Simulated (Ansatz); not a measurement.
# AlIn2N3: the cost of one run

All numbers below are computed with Ansatz 0.2.0 (DFT PBE, scalar-relativistic, plane waves, PAW).

3 further runs of the same task are left out: 3 set aside as unsound or not needed. Runs told in other sessions of the task aren't counted.

**1. The structure to begin with**

The cell holds 18 atoms (Al3In6N9): a = 6.546 Å, b = 6.697 Å, c = 6.662 Å, α = 87.10°, β = 89.70°, γ = 89.59°.

It is the last frame of an earlier stage of the same melt, run at 3800 K.

The coordinates stand in the first input below.

**2. The last frame at 3800 K on a finer mesh**

The electrons keep the Fermi-Dirac width of that temperature.

Contents of input.yaml:

```yaml
crystal:
  lattice:
    - [6.545754, 0.023394, 0.017132]
    - [0.023394, 6.694555, 0.168986]
    - [0.017132, 0.168986, 6.659963]
  atoms:
    - { symbol: Al, position: [0.3004549038, 0.3311127049, 0.2586595694] }
    - { symbol: Al, position: [0.5502616027, 0.1199567708, 0.5469870877] }
    - { symbol: Al, position: [0.7204986956, 0.4232434409, 0.2883114571] }
    - { symbol: In, position: [0.2971633932, 0.7168566396, 0.2782211058] }
    - { symbol: In, position: [0.6961398757, 0.8152985564, 0.5219567266] }
    - { symbol: In, position: [0.5756157305, 0.8475215116, 0.9723382483] }
    - { symbol: In, position: [0.2260828079, 0.5803270689, 0.6537865224] }
    - { symbol: In, position: [0.9283740259, 0.1644541485, 0.7178461394] }
    - { symbol: In, position: [0.0551756857, 0.6093242981, 0.9928425577] }
    - { symbol: "N", position: [0.7889519867, 0.2382412478, 0.0160737721] }
    - { symbol: "N", position: [0.3701318984, 0.0975278121, 0.0165804081] }
    - { symbol: "N", position: [0.6479605736, 0.4620536067, 0.6166502343] }
    - { symbol: "N", position: [0.0280023088, 0.4010610227, 0.3205648259] }
    - { symbol: "N", position: [0.2117832197, 0.0185389589, 0.0017599568] }
    - { symbol: "N", position: [0.4842165939, 0.5137490432, 0.1400458933] }
    - { symbol: "N", position: [0.4353901863, 0.3656781157, 0.5805469249] }
    - { symbol: "N", position: [0.8741405469, 0.182523997, 0.1566524572] }
    - { symbol: "N", position: [0.3168978652, 0.9166547228, 0.5529244163] }
basis:
  ecutwfc: 420
kpoints:
  mp_grid: { grid: [4, 4, 4] }
hamiltonian:
  xc: pbe
scf:
  occupations: { method: fermi_dirac, width: 0.3275 }
output:
  forces: true
  stress: true
  eigenvalues: true
  populations: true
  write_density: true
  write_potential: true
  elf: true
  volumetric_format: npy
```

The run is started by

```sh
ansatz run input.yaml --threads 2 --pin off --max-ram 5120MiB --backend cpu --events-out ev --progress --plain --runs-dir out
```

**Question.** How long does this run take on 2 threads of Intel Xeon at 2.50GHz (Skylake/Cascade Lake), shared host, and how much memory does it need?

About 1.9 min, with a peak of 1 GiB.
